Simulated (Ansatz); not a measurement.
**WS2 (Tungstenite): a point defect seen from the nuclei (Se on an S site)**

Aim: the field gradients at and around a point defect: Se on an S site in WS2 (Tungstenite), cell charge 0. The cell is a supercell built from a structure deposited in the COD (the entry's cell lengths or inner coordinates differ somewhat from later room-temperature determinations). Planned: a single point, then a relaxation.

The COD entry's cell or inner coordinates are ideal or old and differ from later refinements, so a difference from it is no clean test against experiment.

Method: DFT, PBE, plane-wave PAW, default files, scalar-relativistic, in Ansatz 0.2.0.

1 further run of the same task is left out (it didn't finish).

### 1 Starting point

Symmetry: P3m1, No. 156, trigonal system. The conventional cell has a = 6.360 Å, b = 6.360 Å, c = 12.500 Å, α = 90.00°, β = 90.00°, γ = 120.00°. Around W (site symmetry 3m) lie 6 S at 2.41 Å. W (site symmetry m) has 6 S at 2.41 Å as nearest neighbours. Around W (site symmetry m) lie 5 S at 2.41 Å and 1 Se at 2.41 Å. Se (site symmetry 3m) is surrounded by 3 W at 2.41 Å. S (site symmetry m) is surrounded by 3 W at 2.41 Å. Around S (site symmetry 3m) lie 3 W at 2.41 Å. Only part of the 12 independent sites is listed.

Structure file:

```
W Se S
1.0
     6.36000    0.00000    0.00000
    -3.18000    5.50792    0.00000
     0.00000    0.00000   12.50000
W Se S
8 1 15
Cartesian
  0.0000 1.8360 3.1250
  -1.5900 4.5899 3.1250
  3.1800 1.8360 3.1250
  1.5900 4.5899 3.1250
  1.5900 0.9180 9.3750
  0.0000 3.6719 9.3750
  4.7700 0.9180 9.3750
  3.1800 3.6719 9.3750
  0.0000 1.8360 7.8125
  -1.5900 4.5899 7.8125
  3.1800 1.8360 7.8125
  1.5900 4.5899 7.8125
  1.5900 0.9180 1.5625
  0.0000 3.6719 1.5625
  4.7700 0.9180 1.5625
  3.1800 3.6719 1.5625
  0.0000 1.8360 10.9375
  -1.5900 4.5899 10.9375
  3.1800 1.8360 10.9375
  1.5900 4.5899 10.9375
  1.5900 0.9180 4.6875
  0.0000 3.6719 4.6875
  4.7700 0.9180 4.6875
  3.1800 3.6719 4.6875
```

Atom 9 of the input is the impurity.

### 2 First run, atoms as given

File input.yaml:

```yaml
crystal:
  lattice:
    - [6.36, 0.0, 0.0]
    - [-3.18, 5.507921568, 0.0]
    - [0.0, 0.0, 12.5]
  atoms:
    - { symbol: W, position: [0.1666666666, 0.3333333334, 0.25] }
    - { symbol: W, position: [0.1666666666, 0.8333333334, 0.25] }
    - { symbol: W, position: [0.6666666666, 0.3333333334, 0.25] }
    - { symbol: W, position: [0.6666666666, 0.8333333334, 0.25] }
    - { symbol: W, position: [0.3333333334, 0.1666666666, 0.75] }
    - { symbol: W, position: [0.3333333334, 0.6666666666, 0.75] }
    - { symbol: W, position: [0.8333333334, 0.1666666666, 0.75] }
    - { symbol: W, position: [0.8333333334, 0.6666666666, 0.75] }
    - { symbol: Se, position: [0.1666666666, 0.3333333334, 0.625] }
    - { symbol: S, position: [0.1666666666, 0.8333333334, 0.625] }
    - { symbol: S, position: [0.6666666666, 0.3333333334, 0.625] }
    - { symbol: S, position: [0.6666666666, 0.8333333334, 0.625] }
    - { symbol: S, position: [0.3333333334, 0.1666666666, 0.125] }
    - { symbol: S, position: [0.3333333334, 0.6666666666, 0.125] }
    - { symbol: S, position: [0.8333333334, 0.1666666666, 0.125] }
    - { symbol: S, position: [0.8333333334, 0.6666666666, 0.125] }
    - { symbol: S, position: [0.1666666666, 0.3333333334, 0.875] }
    - { symbol: S, position: [0.1666666666, 0.8333333334, 0.875] }
    - { symbol: S, position: [0.6666666666, 0.3333333334, 0.875] }
    - { symbol: S, position: [0.6666666666, 0.8333333334, 0.875] }
    - { symbol: S, position: [0.3333333334, 0.1666666666, 0.375] }
    - { symbol: S, position: [0.3333333334, 0.6666666666, 0.375] }
    - { symbol: S, position: [0.8333333334, 0.1666666666, 0.375] }
    - { symbol: S, position: [0.8333333334, 0.6666666666, 0.375] }
kpoints:
  mp_grid: { grid: [4, 4, 2] }
scf:
  occupations: { method: fermi_dirac, width: 0.01 }
hamiltonian:
  xc: pbe
  pseudopotentials: { kind: paw }
output:
  forces: true
  stress: true
  populations: true
  efg: { quadrupole_moments_barn: { S: -0.0694 }, contact_densities: true }
  write_density: true
  write_potential: true
  elf: true
  volumetric_format: npy
```

Run with:

```bash
> ansatz run input.yaml --threads 1 --pin off --max-ram 3072MiB --backend cpu --events-out ev --progress --plain --runs-dir out
```

What it wrote:

```text
Warning: RAYON_NUM_THREADS=1 ignored (pool sized by the plan → 1); use --threads N
W: output.efg is read without spin–orbit coupling, which moves field gradients at and beside such atoms by some per cent and up to a factor of two; PAW files take it under magnetization.noncollinear and magnetization.spin_orbit
Engine: ansatz 0.2.0, aarch64-unknown-linux-gnu
Pseudopotentials: kind: paw
Pseudopotential: W, paw, valence charge 14, recommended cutoff 420 eV (normal), W.paw.azcp
Pseudopotential: Se, paw, valence charge 16, recommended cutoff 420 eV (normal), Se.paw.azcp
Pseudopotential: S, paw, valence charge 6, recommended cutoff 420 eV (normal), S.paw.azcp
Functional definition: PBE
  parameter kappa = 0.804
  parameter beta = 0.06672455060314922
  exchange = pbe_x(kappa = kappa, mu = beta*pi^2/3)
  correlation = pbe_c(beta = beta)
Crystal: 24 atoms, lattice volume = 437.880 Å³
Basis set: ecut = 420 eV, 8585 PW (Γ), exchange–correlation on 90×90×180 points (8 copies of the dense FFT grid, shifted against one another)
Bands: 133, of which v1, the nominal top of the filled ones, is band 109 counted from 1 (108 counted from 0)
Symmetry: 6 space group operations
Space group: P3m1 (ITA 156), of the structure as read, at distance tolerance 7.6e-5 Å
k-points: 8 of 32 (time reversal used)
Non-local potential: W, projectors of the file, l = 0: 3, l = 1: 2, l = 2: 2, l = 3: 1
Non-local potential: Se, projectors of the file, l = 0: 2, l = 1: 2, l = 2: 3, l = 3: 1
Non-local potential: S, projectors of the file, l = 0: 2, l = 1: 2, l = 2: 2
PAW form: soft (Blöchl's): semilocal exchange-correlation on the pseudo side does not see the compensation charge
PAW one-centre angular grid: W, 590 points (default); XC on 64 Gauss nodes
PAW one-centre angular grid: Se, 590 points (default); XC on 64 Gauss nodes
PAW one-centre angular grid: S, 110 points (default); XC on 64 Gauss nodes
Initial density: superposition of atomic densities (neutral atoms: chi_scale 0, normalization atom), corrected by the library's trained network
Initial wavefunctions: pseudopotential atomic-orbital guess
Functional: x = pbe(κ = 0.804, μ = 0.2195149727645171), c = pbe(β = 0.06672455060314922)
SCF iter   1: F=—  HF=-102097.426904 eV  |F-HF|=—  |Δ(HF+E_count)|=         —  Δρ=5.11e-3  dr2=7.57e-2  ethr=1.77e-3  ⟨swp⟩=6.2  Hψ=4300  notcnv=0  defer=14
preconditioner: auto → Resta (q_TF=auto, 2.429 Å⁻¹)  ε∞=7.5  [insulator: Δε(μ)=1.160 eV  Ē_g=8.368 eV  σ=0.010 eV  W_gap=1.00  n_scr=110 (ndim 8)  ℏωp=21.3 eV  f_vac=0.025  D(μ)=0.00/eV (n_scr^D=0)  ε∞_Penn≈7.5]
SCF iter   2: F=—  HF=-102097.442299 eV  |F-HF|=—  |Δ(HF+E_count)|=   1.54e-2  Δρ=2.75e-3  dr2=9.70e-3  ethr=3.47e-5  ⟨swp⟩=2.2  Hψ=1661  notcnv=0  defer=107
SCF iter   3: F=—  HF=-102097.456927 eV  |F-HF|=—  |Δ(HF+E_count)|=   1.46e-2  Δρ=1.18e-3  dr2=2.26e-3  ethr=4.45e-6  ⟨swp⟩=2.1  Hψ=1494  notcnv=0  defer=107
SCF iter   4: F=—  HF=-102097.460384 eV  |F-HF|=—  |Δ(HF+E_count)|=   3.46e-3  Δρ=2.52e-4  dr2=7.23e-4  ethr=1.04e-6  ⟨swp⟩=2.1  Hψ=1618  notcnv=0  defer=107
SCF iter   5: F=—  HF=-102097.460316 eV  |F-HF|=—  |Δ(HF+E_count)|=   6.75e-5  Δρ=7.02e-5  dr2=2.78e-5  ethr=3.32e-7  ⟨swp⟩=2.0  Hψ=1354  notcnv=0  defer=107
SCF iter   6: F=—  HF=-102097.460071 eV  |F-HF|=—  |Δ(HF+E_count)|=   2.45e-4  Δρ=1.91e-5  dr2=3.47e-6  ethr=1.27e-8  ⟨swp⟩=2.0  Hψ=1473  notcnv=0  defer=107
SCF iter   7: F=—  HF=-102097.460071 eV  |F-HF|=—  |Δ(HF+E_count)|=   3.86e-8  Δρ=7.78e-6  dr2=9.29e-7  ethr=1.59e-9  ⟨swp⟩=2.0  Hψ=1765  notcnv=0  defer=107
SCF iter   8: F=—  HF=-102097.460071 eV  |F-HF|=—  |Δ(HF+E_count)|=   5.89e-8  Δρ=3.41e-6  dr2=1.89e-7  ethr=4.26e-10  ⟨swp⟩=2.0  Hψ=1765  notcnv=0  defer=107
SCF iter   9: F=-102097.460071 eV  HF=-102097.460071 eV  |F-HF|=7.06e-9  |Δ(HF+E_count)|=   7.63e-9  Δρ=1.33e-6  dr2=1.62e-8  ethr=4.59e-11  ⟨swp⟩=15.6  Hψ=7698  notcnv=0
SCF 1 converged in 9 iterations: F = -102097.460071 eV  dr2 = 1.62e-8
SCF converged after 9 iterations
Free energy (F): -102097.460071 eV
Harris-Foulkes:  -102097.460071 eV  (|F-HF|=7.06e-9)
Internal energy: -102097.460071 eV  (E = F + TS)
E sigma→0 (E₀):  -102097.460071 eV
Fermi energy:    12.086057 eV
--- Per-component energies (eV) ---
  E_band       = -1900.067064
  E_kinetic    = 5348.863042
  E_local      = -17386.473288  (includes V_loc(G=0)·N_el)
  E_nonlocal   = -164.840134
  E_hartree    = 7246.959119
  E_xc         = -3707.263774
  E_vxc        = -3334.927860  (∫ρ·V_xc dr)
  E_paw        = -79416.128734  (= ΣΔE_a)
  E_vpaw       = -856.611568  (= ΣTr[D̂ρ^β])
  E_aug_tail   = -0.001062  (compensation charges beyond the density's cutoff)
  E_ewald      = -14018.575240
  E_smearing   = -0.000000  (= −TS)
  E_closure    = -0.000000  (closes the sum)
  Σ components = -102097.460071   (vs F -102097.460071, Δ=0.00e0)
--- Forces (eV/Å), atoms counted from 1 ---
  atom   1  W      0.00000000     0.00000000    -0.00275568
  atom   2  W     -0.00556825    -0.00321483    -0.00063805
  atom   3  W      0.00000000     0.00642966    -0.00063805
  atom   4  W      0.00556825    -0.00321483    -0.00063805
  atom   5  W      0.99565833    -0.57484360     1.07386954
  atom   6  W      0.00000000     1.14968720     1.07386954
  atom   7  W     -0.99565833    -0.57484360     1.07386954
  atom   8  W      0.00000000    -0.00000000     0.10932226
  atom   9  Se    -0.00000000     0.00000000    -3.40542980
  atom  10  S     -0.00162095    -0.00093586    -0.16838646
  atom  11  S     -0.00000000     0.00187172    -0.16838646
  atom  12  S      0.00162095    -0.00093586    -0.16838646
  atom  13  S     -0.00033261     0.00019203    -0.13175109
  atom  14  S     -0.00000000    -0.00038407    -0.13175109
  atom  15  S      0.00033261     0.00019203    -0.13175109
  atom  16  S     -0.00000000    -0.00000000    -0.13285533
  atom  17  S      0.00000000     0.00000000     0.22476612
  atom  18  S     -0.07393140    -0.04268431     0.13263344
  atom  19  S      0.00000000     0.08536863     0.13263344
  atom  20  S      0.07393140    -0.04268431     0.13263344
  atom  21  S      0.00733635    -0.00423565     0.12062572
  atom  22  S      0.00000000     0.00847129     0.12062572
  atom  23  S     -0.00733635    -0.00423565     0.12062572
  atom  24  S      0.00000000    -0.00000000     0.12791538
  max |Σ_I F_I| component: 2.22e-5 eV/Å
--- Stress (GPa, compression-positive) ---
        3.189727      -0.000000       0.000000
       -0.000000       3.189727      -0.000000
        0.000000      -0.000000       5.585794
  P = ⅓ Tr σ = 3.9884 GPa (39.884 kbar)
--- PAW observables at the nuclei: V_zz in 10²¹ V/m², potentials from the cell's mean, atoms counted from 1 ---
  atom   1  W  V_zz =   -17.932164   η = 0.0000   by run symmetry: allowed
            electrostatic potential = -14805.669600 V   contact ρ = 8821986.511079 e/Å³
  atom   2  W  V_zz =   -17.917305   η = 0.0018   by run symmetry: allowed
            electrostatic potential = -14805.668183 V   contact ρ = 8821986.562535 e/Å³
  atom   3  W  V_zz =   -17.917305   η = 0.0018   by run symmetry: allowed
            electrostatic potential = -14805.668183 V   contact ρ = 8821986.562560 e/Å³
  atom   4  W  V_zz =   -17.917305   η = 0.0018   by run symmetry: allowed
            electrostatic potential = -14805.668183 V   contact ρ = 8821986.562535 e/Å³
  atom   5  W  V_zz =   -19.234507   η = 0.0605   by run symmetry: allowed
            electrostatic potential = -14805.851786 V   contact ρ = 8821988.660565 e/Å³
  atom   6  W  V_zz =   -19.234507   η = 0.0605   by run symmetry: allowed
            electrostatic potential = -14805.851786 V   contact ρ = 8821988.660505 e/Å³
  atom   7  W  V_zz =   -19.234507   η = 0.0605   by run symmetry: allowed
            electrostatic potential = -14805.851786 V   contact ρ = 8821988.660565 e/Å³
  atom   8  W  V_zz =   -17.698926   η = 0.0000   by run symmetry: allowed
            electrostatic potential = -14805.717127 V   contact ρ = 8821986.118715 e/Å³
  atom   9  Se V_zz =   -11.811268   η = 0.0000   by run symmetry: allowed
            electrostatic potential = -4714.532922 V   contact ρ = 262884.493213 e/Å³
  atom  10  S  V_zz =    -4.853379   η = 0.1246   by run symmetry: allowed   C_q = +8.1444 MHz
            electrostatic potential = -1638.369627 V   contact ρ = 19770.378389 e/Å³
  atom  11  S  V_zz =    -4.853379   η = 0.1246   by run symmetry: allowed   C_q = +8.1444 MHz
            electrostatic potential = -1638.369627 V   contact ρ = 19770.378389 e/Å³
  atom  12  S  V_zz =    -4.853379   η = 0.1246   by run symmetry: allowed   C_q = +8.1444 MHz
            electrostatic potential = -1638.369627 V   contact ρ = 19770.378389 e/Å³
  atom  13  S  V_zz =    -4.725253   η = 0.0020   by run symmetry: allowed   C_q = +7.9294 MHz
            electrostatic potential = -1638.338167 V   contact ρ = 19770.581688 e/Å³
  atom  14  S  V_zz =    -4.725253   η = 0.0020   by run symmetry: allowed   C_q = +7.9294 MHz
            electrostatic potential = -1638.338167 V   contact ρ = 19770.581688 e/Å³
  atom  15  S  V_zz =    -4.725253   η = 0.0020   by run symmetry: allowed   C_q = +7.9294 MHz
            electrostatic potential = -1638.338167 V   contact ρ = 19770.581688 e/Å³
  atom  16  S  V_zz =    -4.745621   η = 0.0000   by run symmetry: allowed   C_q = +7.9636 MHz
            electrostatic potential = -1638.338460 V   contact ρ = 19770.587517 e/Å³
  atom  17  S  V_zz =    -4.659014   η = 0.0000   by run symmetry: allowed   C_q = +7.8182 MHz
            electrostatic potential = -1638.383048 V   contact ρ = 19770.559442 e/Å³
  atom  18  S  V_zz =    -4.588839   η = 0.0867   by run symmetry: allowed   C_q = +7.7005 MHz
            electrostatic potential = -1638.408583 V   contact ρ = 19770.512304 e/Å³
  atom  19  S  V_zz =    -4.588839   η = 0.0867   by run symmetry: allowed   C_q = +7.7005 MHz
            electrostatic potential = -1638.408583 V   contact ρ = 19770.512304 e/Å³
  atom  20  S  V_zz =    -4.588839   η = 0.0867   by run symmetry: allowed   C_q = +7.7005 MHz
            electrostatic potential = -1638.408583 V   contact ρ = 19770.512304 e/Å³
  atom  21  S  V_zz =    -4.653036   η = 0.0044   by run symmetry: allowed   C_q = +7.8082 MHz
            electrostatic potential = -1638.328672 V   contact ρ = 19770.491174 e/Å³
  atom  22  S  V_zz =    -4.653036   η = 0.0044   by run symmetry: allowed   C_q = +7.8082 MHz
            electrostatic potential = -1638.328672 V   contact ρ = 19770.491174 e/Å³
  atom  23  S  V_zz =    -4.653036   η = 0.0044   by run symmetry: allowed   C_q = +7.8082 MHz
            electrostatic potential = -1638.328672 V   contact ρ = 19770.491174 e/Å³
  atom  24  S  V_zz =    -4.731923   η = 0.0000   by run symmetry: allowed   C_q = +7.9406 MHz
            electrostatic potential = -1638.336935 V   contact ρ = 19770.544549 e/Å³
--- Band table (eV; the first three rows and the last of 8) ---
  k-point 0: bands = ["-63.0981", "-63.0813", "-63.0813", "-63.0806", "-63.0378", "-62.9700", "-62.9579", "-62.9579", "-36.5230", "-36.5230", "-36.4874", "-36.4874", "-36.4653", "-27.5645", "-27.5644", "-27.5644", "-27.4808", "-27.4808", "-27.4771", "-27.3809", "-27.3184", "-27.3184", "-27.3178", "-27.3078", "-27.3074", "-27.3074", "-27.3065", "-27.2490", "-27.2280", "-27.2280", "-27.2273", "-27.2273", "-27.2173", "-27.2173", "-27.1946", "-27.1338", "-27.1338", "-4.0973", "-3.9012", "-2.5125", "-2.1632", "-1.9649", "-1.8700", "-1.8700", "-1.8285", "-1.7766", "-1.7766", "-1.6219", "-1.5970", "-1.5970", "-1.5446", "-1.5097", "-1.5097", "3.9932", "4.1838", "4.1838", "4.2222", "4.4246", "4.4246", "4.4665", "4.9210", "5.5511", "5.5511", "5.5683", "5.7377", "5.7377", "5.7717", "6.0943", "6.1042", "6.1042", "6.6922", "6.6922", "6.6974", "7.3694", "7.3800", "7.3800", "7.4419", "7.4782", "7.4782", "7.8297", "7.9439", "7.9439", "8.0056", "8.0056", "8.6238", "8.6238", "8.6612", "8.7994", "8.7994", "8.8641", "9.1822", "9.1822", "9.2691", "9.2691", "9.4689", "9.5052", "9.5052", "9.6326", "9.7303", "9.7303", "9.8142", "9.8142", "9.8431", "9.9464", "9.9788", "9.9788", "10.0604", "10.3966", "11.5129", "13.6864", "13.6874", "13.6874", "13.7237", "13.7237", "13.7455", "13.7524", "13.7524", "13.7994", "13.7994", "13.8739", "13.8739", "14.0320", "14.0320", "14.0600", "14.1152", "14.1152", "14.2821", "14.3066", "14.3066", "14.6086", "14.6086", "14.6567", "15.3773"]
[... 3 lines left out ...]
--- Löwdin populations: 24 sites ---
  site symbol       q [e]
     0      W     13.5345
     1      W     13.5341
     2      W     13.5341
     3      W     13.5341
     4      W     13.5700
     5      W     13.5700
     6      W     13.5700
     7      W     13.5318
     8     Se     15.9732
     9      S      6.1275
    10      S      6.1275
    11      S      6.1275
    12      S      6.1132
    13      S      6.1132
    14      S      6.1132
    15      S      6.1128
    16      S      6.1140
    17      S      6.1170
    18      S      6.1170
    19      S      6.1170
    20      S      6.1192
    21      S      6.1192
    22      S      6.1192
    23      S      6.1162
  spilling = 0.008598 (of n_electrons = 218.000000)
```

Wall time 2 min (1 thread of Arm Neoverse N1, shared host); peak memory 0.9 GiB.

The run ends with gap on the mesh 1.17 eV, largest force 3.405 eV/Å, pressure 4.0 GPa.

Site by site (atoms counted from 1): 11 of 12, those nearest the defect, the farthest of each element and the two largest gradients.

| site | atoms | distance from the defect (Å) | V_zz (10²¹ V/m²) | η | C_Q (MHz) |
| --- | --- | --- | --- | --- | --- |
| Se | 9 | 0.00 | -11.81 | 0.00 | – |
| W5 | 5, 6, 7 | 2.41 | -19.23 | 0.06 | – |
| S17 | 17 | 3.12 | -4.66 | 0.00 | 7.82 (³³S) |
| S10 | 10, 11, 12 | 3.18 | -4.85 | 0.12 | 8.14 (³³S) |
| S21 | 21, 22, 23 | 3.62 | -4.65 | 0.00 | 7.81 (³³S) |
| W8 | 8 | 3.99 | -17.70 | 0.00 | – |
| S18 | 18, 19, 20 | 4.46 | -4.59 | 0.09 | 7.70 (³³S) |
| W1 | 1 | 4.69 | -17.93 | 0.00 | – |
| S24 | 24 | 4.82 | -4.73 | 0.00 | 7.94 (³³S) |
| W2 | 2, 3, 4 | 5.66 | -17.92 | 0.00 | – |
| S16 | 16 | 7.25 | -4.75 | 0.00 | 7.96 (³³S) |

Conventions: |V_zz| ≥ |V_yy| ≥ |V_xx|, η = (V_xx − V_yy)/V_zz, C_Q = eQV_zz/h. Q values from Pyykkö, Mol. Phys. 116, 1328 (2018). A dash under C_Q marks elements without a common quadrupolar isotope.

Direction of the V_zz axis (Cartesian unit vector):

| site | atom | x | y | z |
| --- | --- | --- | --- | --- |
| W1 | 1 | 0.00 | 0.00 | 1.00 |
| W2 | 2 | 0.00 | 0.00 | 1.00 |
| W5 | 5 | 0.11 | -0.06 | 0.99 |
| W8 | 8 | 0.00 | 0.00 | 1.00 |
| Se | 9 | 0.00 | 0.00 | 1.00 |
| S10 | 10 | 0.00 | 0.00 | 1.00 |
| S13 | 13 | 0.00 | 0.00 | 1.00 |
| S16 | 16 | 0.00 | 0.00 | 1.00 |
| S17 | 17 | 0.00 | 0.00 | 1.00 |
| S18 | 18 | -0.02 | -0.01 | 1.00 |

Density in a lattice plane of the grid's cell (edges 6.36 and 12.50 Å, at 0.333 of the third edge), which holds W and Se and S.

Ten even steps from '0' (0.03 e/Å³) to '9' (17.21 e/Å³):
```
000000000000
000000000000
000000000000
000000000000
000000000000
000000000000
019100000000
019100000000
000000000000
000000000000
000000000000
000000000000
000000000000
001000001000
022200022200
001000001000
000000000000
000000000000
000000000000
000000000000
```
Columns run along the first of these edges and rows up along the second, over one cell in 12 and 20 even steps from the bottom left corner. Atoms in the plane (fractional): W at (0.17, 0.25), W at (0.67, 0.25), Se at (0.17, 0.62), S at (0.67, 0.62), S at (0.17, 0.88), S at (0.67, 0.88).

ELF in the same plane.

Ten even steps from ' ' (0.02) to '@' (0.95):
```
==@@@@@@==  ==@@@@@@==  
##%%==%%**..##%%==%%**..
####..##**..####..##**..
::******::..::******::..
::::..::::==::......::==
--******--..::******::..
****::##**::####..##**::
**##==##**..##%%==%%**..
==%%@@@@==  ==@@@@@@==  
  ::==..      ..--..    
==      ==**==      ==**
##::  ::**%%##::  ::**%%
##--::--######--::--####
::==##==::++::==##==::++
::##  ##::--::##  ##::--
::==##==::++::==##==::++
##--::--**####--::--**##
##::  ::**%%##::  ::**%%
==      ==**==      ==**
    ::          ::      
```
Columns run along the first of these edges and rows up along the second, over one cell in 12 and 20 even steps from the bottom left corner. Atoms in the plane (fractional): W at (0.17, 0.25), W at (0.67, 0.25), Se at (0.17, 0.62), S at (0.67, 0.62), S at (0.17, 0.88), S at (0.67, 0.88).

Both are smooth fields of the valence electrons: close to the nuclei they are not physical.

Outside the cores ELF peaks at 0.96 beside S, off the lines to its neighbours, 0.9 Å from S; 0.90 beside Se, off the lines to its neighbours, 0.9 Å from Se; 0.87 on the S–W line, 0.8 Å from S.

[end of part 1 of 2]
